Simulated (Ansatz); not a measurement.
# Ti2HC: the cost of one run

Method: DFT LDA, scalar-relativistic, plane waves, PAW, in Ansatz 0.2.0.

### 1 The starting structure

It takes space group R-3m (No. 166, trigonal). Conventional cell: a = 3.097 Å, b = 3.097 Å, c = 14.385 Å, α = 90.00°, β = 90.00°, γ = 120.00°. Ti (site symmetry 3m) has 3 C at 2.11 Å and 3 H at 2.20 Å as nearest neighbours. H (site symmetry -3m) has 6 Ti at 2.20 Å as nearest neighbours. Around C (site symmetry -3m) lie 6 Ti at 2.11 Å.

As a file:

```xyz
4
Lattice="-1.5483 2.6817 0.0000 -3.0966 0.0000 0.0000 -1.5483 0.8939 4.7949" Properties=species:S:1:pos:R:3 pbc="T T T"
Ti   -1.5483    0.8939    1.2858
Ti   -4.6448    2.6817    3.5091
H     0.0000    0.0000    0.0000
C    -3.0966    1.7878    2.3974
```

The structure comes from the Materials Project (structure only).

### 2 Self-consistent density

input.yaml reads:

```yaml
crystal:
  lattice:
    - [-1.5482797468, 2.6816991858, 0.0]
    - [-3.0965594936, 0.0, 0.0]
    - [-1.5482797468, 0.8938997286, 4.794880309]
  atoms:
    - { symbol: Ti, position: [0.24394595, 0.24394595, 0.26816215] }
    - { symbol: Ti, position: [0.75605405, 0.75605405, 0.73183785] }
    - { symbol: H, position: [0.0, 0.0, 0.0] }
    - { symbol: C, position: [0.5, 0.5, 0.5] }
basis:
  ecutwfc: 420
  fft_grid_basis: typed
kpoints:
  mp_grid: { grid: [12, 12, 12] }
hamiltonian:
  xc: lda
  pseudopotentials: { kind: paw }
scf:
  occupations: { method: gaussian, width: 0.05 }
output:
  forces: true
  stress: true
  eigenvalues: true
  bader: true
  write_density: true
  volumetric_format: npy
  elf: true
```

Started as:

```sh
> ansatz run input.yaml --threads 1 --pin off --max-ram 2560MiB --backend cpu --events-out ev --progress --plain --runs-dir out
```

Q: Estimate wall time and peak memory on 1 thread of Arm Neoverse N1, shared host.

About 54 s, with a peak of 0.39 GiB.
